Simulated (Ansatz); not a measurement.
## NiMoIrPdW under changes of volume

One of the cells (14.676 Å³/atom); the others are scaled copies at fixed shape and fractional positions:

```xyz
5
Lattice="2.3446 -1.4314 0.0091 2.3446 1.4314 0.0091 -2.2060 0.0000 10.9237" Properties=species:S:1:pos:R:3 pbc="T T T"
Ni    1.6857    0.0000    3.2343
Mo   -0.5221    0.0000    9.9690
Pd    0.0775    0.0000    5.3638
Ir    3.2778    0.0000    1.1936
W     1.6891    0.0000    7.5942
```

The cell was built by a generator and needn't be a form met in nature.

| Item | Value |
| --- | --- |
| Program | Ansatz 0.2.0 |
| Functional | PBE |
| Potentials or basis | all-electron LAPW, scalar-relativistic |
| Cutoff | 265 eV (chosen from the basis error) |
| Basis error allowed | 0.003 eV/atom |
| k mesh | 8 × 8 × 2 |
| Occupations | fermi-dirac, width 0.05 eV |
| Spin | collinear spin, ferromagnetic start |
| Starting moments | [1.0, 1.0, 0.0, 0.6, 0.0] μB |

| volume (Å³/atom) | energy over the lowest point (meV/atom) | pressure (GPa) | largest force (eV/Å) |
| --- | --- | --- | --- |
| 13.795 | ? | ? | ? |
| 14.089 | 18.72 | 11.1 | 0.344 |
| 14.382 | 4.18 | 5.1 | 0.213 |
| 14.676 | 0.00 | -0.2 | 0.093 |
| 14.969 | 5.08 | -5.0 | 0.113 |
| 15.263 | 18.40 | -9.2 | 0.189 |
| 15.556 | 39.06 | -13.0 | 0.260 |

Q: What does the run at 13.795 Å³/atom give?

A: Energy over the lowest point 44.89 meV/atom; pressure 17.7 GPa; largest force 0.484 eV/Å.

Worked out: A Birch-Murnaghan fit of order 3 (a polynomial in V^(-2/3)) to the other rows has its minimum at 14.66 Å³/atom with B0 = V·E''(V) = 254 GPa and B' = 4.7 at fixed shape and positions, which overstates the stiffness. It gives 44.97 meV/atom at 13.795 Å³/atom, against the run's 44.89, and -dE/dV = 17.7 GPa, against 17.7.

Energies are extrapolated to zero smearing.

Caveats: the k mesh is thin for a metal, which can move the energy by tens of meV per atom; the starting moments weren't kept.

The runs don't all hold the same shells in valence.
